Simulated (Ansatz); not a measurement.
# In2Au: properties at the relaxed cell

An exercise on one series of results from a longer session: the logs are not shown, and one member is left open.

Method: DFT r2SCAN, scalar-relativistic, plane waves, PAW, in Ansatz 0.2.0.

1 further run of the same task is left out (set aside as unsound or not needed).

## The starting structure

Symmetry: Fm-3m, No. 225, cubic system. The conventional cell has a = 6.570 Å, b = 6.570 Å, c = 6.570 Å, α = 90.00°, β = 90.00°, γ = 90.00°. In (site symmetry -43m) is surrounded by 4 Au at 2.84 Å. Au (site symmetry m-3m) is surrounded by 8 In at 2.84 Å.

Coordinates:

```cif
data_structure
_symmetry_space_group_name_H-M 'P 1'
_symmetry_Int_Tables_number 1
_cell_length_a 4.6454
_cell_length_b 4.6454
_cell_length_c 4.6454
_cell_angle_alpha 60.000
_cell_angle_beta 60.000
_cell_angle_gamma 60.000
_cell_volume 70.88
loop_
_atom_site_label
_atom_site_type_symbol
_atom_site_fract_x
_atom_site_fract_y
_atom_site_fract_z
_atom_site_occupancy
In1 In 0.25000 0.25000 0.25000 1
In2 In 0.75000 0.75000 0.75000 1
Au1 Au 0.00000 0.00000 0.00000 1
```

It is the result of an earlier relaxation at this level (volume 23.63 Å³/atom; gap on the mesh: none (metal)).

Set-up of the first run:

Contents of input.yaml:

```yaml
crystal:
  lattice:
    - [0.0, 3.2847601711, 3.2847601711]
    - [3.2847601711, 0.0, 3.2847601711]
    - [3.2847601711, 3.2847601711, 0.0]
  atoms:
    - { symbol: In, position: [0.25, 0.25, 0.25] }
    - { symbol: In, position: [0.75, 0.75, 0.75] }
    - { symbol: Au, position: [0.0, 0.0, 0.0] }
basis:
  ecutwfc: 500
kpoints:
  mp_grid: { grid: [12, 12, 12] }
  band_path:
    path:
      - [[0.0, 0.0, 0.0], [0.5, 0.0, 0.5], [0.625, 0.25, 0.625]]
      - [[0.375, 0.375, 0.75], [0.0, 0.0, 0.0], [0.5, 0.5, 0.5], [0.5, 0.25, 0.75], [0.5, 0.0, 0.5]]
    npoints: 14
hamiltonian:
  xc: r2scan
scf:
  occupations: { method: gaussian, width: 0.1 }
  n_extra_bands: 7
output:
  forces: true
  stress: true
  eigenvalues: true
  populations: true
  dos: { projected: true, de: 0.02, nscf_kmesh: { grid: [18, 18, 18] } }
  bader: true
  write_density: true
  write_potential: true
  elf: true
  volumetric_format: npy
```

On the command line:

```console
$ ansatz run input.yaml --threads 1 --pin off --max-ram 2560MiB --backend cpu --events-out ev --progress --plain --runs-dir out
```

Steps of the session up to this table: Bands, states and charges; The cell as listed, for comparison; The cell scaled to 0.97 of its volume; Point at V/V0 = 1.03; Volume × 0.94; The cell scaled to 1.06 of its volume; The cell scaled to 0.91 of its volume; Volume × 1.10; The cell scaled to 0.88 of its volume.

One table of the session follows, with a row left open; its other results are not shown here.

It belongs to the step «Energy against volume». 

```
volume (Å³/atom)  energy above the lowest point (meV/atom)  pressure (GPa)
          20.792                                      98.4           13.08
          21.501                                      50.8            8.64
          22.210                                      20.7            5.11
          22.919                                       4.7            2.26
          23.628                                       0.0            0.01
          24.336                                       4.1           -1.78
          25.045                                         ?               ?
          25.990                                      38.0           -4.67
```

**Question.** Estimate the row for volume (Å³/atom) = 25.045.

Worked estimate for «energy above the lowest point (meV/atom)». A straight line through the neighbours (24.336, 4.1) and (25.990, 38.0) gives 4.1 + (38.0 − 4.1) × (25.045 − 24.336) / (25.990 − 24.336) = 18.6; a parabola fitted to 3 rows on both sides gives 14.5.

**Answer.** energy above the lowest point (meV/atom): 15.1; pressure (GPa): -3.15. In «energy above the lowest point (meV/atom)» the line misses by +3.5 and the parabola by -0.6.
